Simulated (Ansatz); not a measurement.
# LuZn, space group Pm-3m: a scan of the energy under strain

Run with Ansatz 0.2.0 through its Python package.

The script, `luzn_strain.py`:
```python
"""Energy of LuZn under shear strain, ions carried with the cell."""

import warnings

import ansatz as az
import numpy as np
from tabulate import tabulate

vectors0 = np.array([
    [3.491, 0.0, 0.0],
    [0.0, 3.491, 0.0],
    [0.0, 0.0, 3.491],
])
sites = [
    ("Lu", (0.0, 0.0, 0.0)),
    ("Zn", (0.5, 0.5, 0.5)),
]


def make_crystal(cell):
    crystal = az.Crystal(lattice=az.Lattice.of(cell))
    for symbol, position in sites:
        crystal = crystal.atom(symbol, position)
    return crystal


def main() -> None:
    warnings.simplefilter("ignore", az.DeckWarning)

    # clamped ions: the fractional positions stay as typed
    values = np.linspace(-0.01, 0.01, 5)
    energies = []
    for d in values:
        strain = np.array([[0, d / 2, 0], [d / 2, 0, 0], [0, 0, 0]])
        cell = vectors0 @ (np.eye(3) + strain)
        calculation = (
            make_crystal(cell).calculation()
            .functional("r2SCAN", dispersion="d3bj")
            .occupations("Fermi-Dirac", width=0.3)
            .scf(tolerance=1e-08, max_iterations=200, extra_bands=6)
            .basis(520)
            .kpoints(10, 10, 10)  # sampling of the Brillouin zone
        )
        r = calculation.run(threads=1, pin="off").report
        energies.append(r["free_energy_ev"] / len(sites))
        print(f"d = {d:+.4f}  F = {energies[-1]:.5f} eV/atom")
    energies = np.array(energies)

    print(tabulate(zip(values, 1000 * (energies - energies.min())), headers=["strain", "dE (meV/atom)"], floatfmt=".3f"))
    curvature = 2 * np.polyfit(values, energies, 3)[1]
    volume = abs(np.linalg.det(vectors0)) / len(sites)
    print(f"d2E/dd2 over the volume: {curvature / volume * 160.21766:.1f} GPa")


if __name__ == "__main__":
    main()
```

Running `python luzn_strain.py` prints:
```text
d = -0.0100  F = -9035.34349 eV/atom
d = -0.0050  F = -9035.34376 eV/atom
d = +0.0000  F = -9035.34385 eV/atom
d = +0.0050  F = -9035.34376 eV/atom
d = +0.0100  F = -9035.34349 eV/atom
  strain    dE (meV/atom)
--------  ---------------
  -0.010            0.359
  -0.005            0.090
   0.000            0.000
   0.005            0.090
   0.010            0.359
d2E/dd2 over the volume: 54.1 GPa
```

Against the unstrained cell the energy per atom changes by +0.36 meV at one end of the scan and +0.36 meV at the other, and its second derivative over the volume is 54.1 GPa.

Caveats:
- The settings weren't tested for convergence.
- The dispersion term runs with damping parameters of another functional.
- Dispersion corrections can be off by several per cent in the lattices of metals, and by several GPa in the pressure at a fixed cell.
- The smearing is wide enough that free energy and stress hold a thermal part of the electrons.
- The curvature belongs to this strain pattern and to the cell's stress; it equals a single elastic constant only for simple patterns.
- In a metal a curvature from energy changes of a few meV or less hangs on mesh and smearing, in size and even in sign.
- The structure is a deposited one; some such entries were measured under pressure or heat, so a shift against it needn't be the functional's error alone.
- The ions keep their fractional positions (clamped ions).
- The script silences the warnings on its input, which a real study should read.
- Timing: 2.1 min on 1 thread of Arm Neoverse V1, on a shared host, peak memory 0.61 GiB.
